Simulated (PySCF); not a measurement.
# CH2BN3 (SMILES NB1N=C=N1) at 6 levels

We compute a comparison of 6 runs (HF/STO-3G, B3LYP/6-31G*, BLYP/6-31G**, PBE0/def2-SVP, TPSS/aug-cc-pVDZ, MP2/6-31G**) of CH2BN3. The job is set up through a Python script.

Program for the calculation: PySCF 2.14.0.

### 1 The system as given

The species is CH2BN3 (7 atoms), meant as a singlet with charge 0. As SMILES, `NB1N=C=N1`. The shape is that of a PBE0-D4/def2-TZVP optimisation.

Bond lengths: N1–B2 1.374 Å, B2–N3 1.449 Å, N3–C4 1.388 Å, B2–N5 1.449 Å, C4–N5 1.388 Å, N1–H6 1.005 Å, N1–H7 1.005 Å. Angles: N1–B2–N3 143.8°, N1–B2–N5 143.8°, N3–B2–N5 72.3°, B2–N3–C4 88.5°, N3–C4–N5 76.1°, B2–N5–C4 88.5°, B2–N1–H6 122.6°, B2–N1–H7 122.6°, H6–N1–H7 114.8°. A long bond or contact: N3–N5 1.711 Å.

### 2 Energy and forces at HF/STO-3G (run 1)

The input, calc.py:

```python
from pyscf import gto, scf

system = gto.Mole()
system.atom = '''
N   -0.727700   0.975600  -0.050200
B    0.133300  -0.073400   0.163500
N    0.211500  -1.447600   0.617100
C    1.006900  -1.728200  -0.484800
N    1.500500  -0.518500  -0.016500
H   -1.700100   0.936500   0.198900
H   -0.424500   1.855600  -0.428100
'''
system.verbose = 4
system.charge = 0
system.basis = 'sto-3g'
system.spin = 0
system.max_memory = 1860
system.build()

calc0 = scf.RHF(system)
calc0.conv_tol = 1e-10
calc0.kernel()
if not calc0.converged:
    calc0 = calc0.newton().run(calc0.mo_coeff, calc0.mo_occ)

e_final = calc0.e_tot
print('Final energy', e_final)
grad = calc0.nuc_grad_method().kernel()
calc0.analyze()
```

Launch:

```bash
$ OMP_NUM_THREADS=1 python calc.py
```

Standard output:

```text
PySCF version 2.14.0

[... 83 lines left out ...]
Total Energy =                        -224.059985005899676
[... 2 lines left out ...]
Two-electron Energy =                  215.180546610510021
[... 4 lines left out ...]
MO #1   energy= -15.3850714918348  occ= 2
[... 2 lines left out ...]
MO #4   energy= -11.0664771389429  occ= 2
[... 2 lines left out ...]
MO #7   energy= -1.14263109607807  occ= 2
[... 2 lines left out ...]
MO #10  energy= -0.667371773848656 occ= 2
[... 2 lines left out ...]
MO #13  energy= -0.491329006894283 occ= 2
[... 2 lines left out ...]
MO #16  energy= -0.35363615935605  occ= 2
[... 2 lines left out ...]
MO #19  energy= 0.274970607834596  occ= 0
[... 2 lines left out ...]
MO #22  energy= 0.54005215801813   occ= 0
[... 2 lines left out ...]
MO #25  energy= 0.790643486101768  occ= 0
MO #26  energy= 0.802543765424595  occ= 0
MO #27  energy= 1.09427392970748   occ= 0
 ** Mulliken pop on meta-lowdin orthogonal AOs  **
 ** Mulliken pop  **
pop of  0 N 1s            1.99984
pop of  0 N 2s            1.20784
pop of  0 N 2px           1.17216
pop of  0 N 2py           1.23268
pop of  0 N 2pz           1.64626
pop of  1 B 1s            1.99955
pop of  1 B 2s            0.78019
pop of  1 B 2px           0.74701
pop of  1 B 2py           0.71288
pop of  1 B 2pz           0.55220
pop of  2 N 1s            1.99988
pop of  2 N 2s            1.61810
pop of  2 N 2px           0.92649
pop of  2 N 2py           1.17456
pop of  2 N 2pz           1.42614
pop of  3 C 1s            1.99987
pop of  3 C 2s            1.59084
pop of  3 C 2px           0.62875
pop of  3 C 2py           0.88966
pop of  3 C 2pz           0.86637
pop of  4 N 1s            1.99988
pop of  4 N 2s            1.61816
pop of  4 N 2px           1.31909
pop of  4 N 2py           1.08477
pop of  4 N 2pz           1.12328
pop of  5 H 1s            0.84177
pop of  6 H 1s            0.84177
 ** Mulliken atomic charges  **
charge of    0N =     -0.25879
charge of    1B =      0.20817
charge of    2N =     -0.14516
charge of    3C =      0.02451
charge of    4N =     -0.14517
charge of    5H =      0.15823
charge of    6H =      0.15823
Dipole moment(X, Y, Z, Debye): -2.58144,  3.35964, -0.32577
```

Wall time 0.96 s (1 thread of Arm Neoverse V2, shared host); peak memory 0.12 GiB.

### 3 Energy and gradient at B3LYP/6-31G(d) (spherical functions) (run 2)

The input, job.py:

```python
# NB1N=C=N1
import pyscf.grad
from pyscf import gto, dft

mol = gto.M(
    atom='''
N     -1.375154     1.843617    -0.094864
B      0.251900    -0.138706     0.308970
N      0.399677    -2.735568     1.166150
C      1.902765    -3.265825    -0.916139
N      2.835534    -0.979823    -0.031180
H     -3.212723     1.769729     0.375867
H     -0.802189     3.506576    -0.808992
''',
    spin=0,
    unit='bohr',
    basis='6-31g*',
    verbose=4,
    max_memory=1860,
)

ks = dft.RKS(mol, xc='b3lyp')
ks.conv_tol = 1e-10
ks.grids.level = 5
ks.kernel()
if not ks.converged:
    ks = ks.newton().run(ks.mo_coeff, ks.mo_occ)

e_tot = ks.e_tot
print('E = %.10f Eh' % e_tot)
grad = ks.Gradients().kernel()
ks.analyze()
```

Launch:

```bash
$ OMP_NUM_THREADS=1 python job.py
```

Standard output:

```text
PySCF version 2.14.0

[... 96 lines left out ...]
One-electron Energy =                 -578.824832790016217
[... 8 lines left out ...]
MO #4   energy= -10.2562817784653  occ= 2
[... 6 lines left out ...]
MO #11  energy= -0.529529110928951 occ= 2
[... 6 lines left out ...]
MO #18  energy= -0.0547444311476779 occ= 0
[... 6 lines left out ...]
MO #25  energy= 0.231938539513085  occ= 0
[... 6 lines left out ...]
MO #32  energy= 0.557871399294255  occ= 0
[... 6 lines left out ...]
MO #39  energy= 0.80434340434804   occ= 0
[... 6 lines left out ...]
MO #46  energy= 1.0642248031449    occ= 0
[... 6 lines left out ...]
MO #53  energy= 1.53406285493084   occ= 0
[... 6 lines left out ...]
MO #60  energy= 2.04275458933668   occ= 0
[... 6 lines left out ...]
MO #67  energy= 2.40647175607801   occ= 0
[... 6 lines left out ...]
MO #74  energy= 2.93460271022043   occ= 0
[... 45 lines left out ...]
pop of  3 C 2s            1.52282
pop of  3 C 3s            0.00997
pop of  3 C 2px           0.65108
pop of  3 C 2py           0.90326
pop of  3 C 2pz           0.88655
pop of  3 C 3px           0.00983
pop of  3 C 3py           0.00747
pop of  3 C 3pz           0.00654
pop of  3 C 3dxy          0.00257
pop of  3 C 3dyz          0.00555
pop of  3 C 3dz^2         0.00364
pop of  3 C 3dxz          0.00321
pop of  3 C 3dx2-y2       0.00354
pop of  4 N 1s            1.99991
pop of  4 N 2s            1.52407
pop of  4 N 3s            0.00510
pop of  4 N 2px           1.35627
pop of  4 N 2py           1.11302
pop of  4 N 2pz           1.11981
pop of  4 N 3px           0.00356
pop of  4 N 3py           0.00535
pop of  4 N 3pz           0.00244
pop of  4 N 3dxy          0.00409
pop of  4 N 3dyz          0.00141
pop of  4 N 3dz^2         0.00279
pop of  4 N 3dxz          0.00358
pop of  4 N 3dx2-y2       0.00435
pop of  5 H 1s            0.73975
pop of  5 H 2s            0.01401
pop of  6 H 1s            0.73975
pop of  6 H 2s            0.01401
 ** Mulliken atomic charges  **
charge of    0N =     -0.41660
charge of    1B =      0.23149
charge of    2N =     -0.14567
charge of    3C =     -0.01592
charge of    4N =     -0.14577
charge of    5H =      0.24623
charge of    6H =      0.24624
Dipole moment(X, Y, Z, Debye): -2.84964,  3.84510, -0.15923
```

Wall time 18 s (1 thread of Arm Neoverse V2, shared host); peak memory 0.75 GiB.

Runs 3 to 5 aren't shown in full; the table further down has their settings and results.

### 4 Energy and forces at MP2/6-31G(d,p) (spherical functions) (run 6)

The input, run.py:

```python
from pyscf import gto, scf, mp

system = gto.M(
    atom='''
N     -0.727700     0.975600    -0.050200
B      0.133300    -0.073400     0.163500
N      0.211500    -1.447600     0.617100
C      1.006900    -1.728200    -0.484800
N      1.500500    -0.518500    -0.016500
H     -1.700100     0.936500     0.198900
H     -0.424500     1.855600    -0.428100
''',
    basis='6-31g**',
    max_memory=1860,
    verbose=4,
    spin=0,
)

mf = scf.RHF(system)
mf.conv_tol = 1e-10
mf.kernel()
if not mf.converged:
    mf = mf.newton().run(mf.mo_coeff, mf.mo_occ)

pt = mp.MP2(mf, frozen=5).run()
energy = pt.e_tot
print(f'total energy: {energy:.8f} hartree')
grad = pt.nuc_grad_method().kernel()
dip = mf.dip_moment()
pop, q = mf.mulliken_pop()
```

Launch:

```bash
$ OMP_NUM_THREADS=1 python run.py
```

Standard output:

```text
PySCF version 2.14.0

[... 69 lines left out ...]
converged SCF energy = -226.975617229661
[... 8 lines left out ...]
total energy: -227.65299986 hartree
[... 10 lines left out ...]
Dipole moment(X, Y, Z, Debye): -2.90498,  3.80634, -0.32875
[... 49 lines left out ...]
pop of  3 C 3px           0.10139
pop of  3 C 3py           0.20818
pop of  3 C 3pz           0.18328
pop of  3 C 3dxy          0.01516
pop of  3 C 3dyz          0.01610
pop of  3 C 3dz^2         0.01897
pop of  3 C 3dxz          0.01765
pop of  3 C 3dx2-y2       0.01844
pop of  4 N 1s            1.99828
pop of  4 N 2s            0.84338
pop of  4 N 3s            0.95876
pop of  4 N 2px           0.84647
pop of  4 N 2py           0.72986
pop of  4 N 2pz           0.65499
pop of  4 N 3px           0.49303
pop of  4 N 3py           0.38251
pop of  4 N 3pz           0.46650
pop of  4 N 3dxy          0.01378
pop of  4 N 3dyz          0.00708
pop of  4 N 3dz^2         0.00404
pop of  4 N 3dxz          0.01275
pop of  4 N 3dx2-y2       0.01250
pop of  5 H 1s            0.49950
pop of  5 H 2s            0.15420
pop of  5 H 2px           0.01650
pop of  5 H 2py           0.00445
pop of  5 H 2pz           0.00797
pop of  6 H 1s            0.49950
pop of  6 H 2s            0.15420
pop of  6 H 2px           0.00527
pop of  6 H 2py           0.01457
pop of  6 H 2pz           0.00909
 ** Mulliken atomic charges  **
charge of    0N =     -0.76571
charge of    1B =      0.71820
charge of    2N =     -0.42389
charge of    3C =      0.26060
charge of    4N =     -0.42393
charge of    5H =      0.31737
charge of    6H =      0.31736
```

Run time: 7.5 s. Hardware: 1 thread of Arm Neoverse V2, shared host; peak memory 0.38 GiB.

### 5 All runs side by side

```csv
run,level,integration grid,frozen core orbitals,energy (Eh),dipole moment (D) of the reference,HOMO energy (eV),LUMO energy (eV),wall time
1,HF/STO-3G,–,–,-224.059985,4.25,-8.48,6.80,0.96 s
2,B3LYP/6-31G* (spherical functions),5,–,-228.308783,4.79,-6.84,-1.49,18 s
3,BLYP/6-31G** (spherical functions),5,–,-228.253171,4.74,-5.45,-2.30,20 s
4,PBE0/def2-SVP,5,–,-227.879107,4.94,-7.30,-1.47,20 s
5,TPSS/aug-cc-pVDZ,5,–,-228.400022,4.72,-6.26,-2.78,94 s
6,MP2/6-31G** (spherical functions),–,5,-227.653000,4.80,-10.61,3.57,7.5 s
```

### 6 Results

```
                                          quantity          value
                               run 6: total energy  -227.65300 Eh
       run 6: dipole moment (Hartree–Fock density)         4.80 D
        run 6: HOMO energy (Hartree–Fock orbitals)      -10.61 eV
        run 6: LUMO energy (Hartree–Fock orbitals)        3.57 eV
      run 6: HOMO–LUMO gap (Hartree–Fock orbitals)       14.18 eV
run 6: correlation energy (5 core orbitals frozen)     -677.4 mEh
                   run 6: largest force on an atom     1.340 eV/Å
```

What this shows: Over runs 1, 2, 3, 4, 5 the dipole moment (its size) runs from 4.25 D (HF/STO-3G) to 4.94 D (PBE0/def2-SVP). The two ends differ in method and basis. Over runs 1, 2, 3, 4, 5 the HOMO–LUMO gap runs from 3.15 eV (BLYP/6-31G**) to 15.28 eV (HF/STO-3G). Totals of different functionals can't be ranked against each other. In run 1 the basis is minimal, so the values are rough. All runs together took 2.7 min, the longest 94 s.
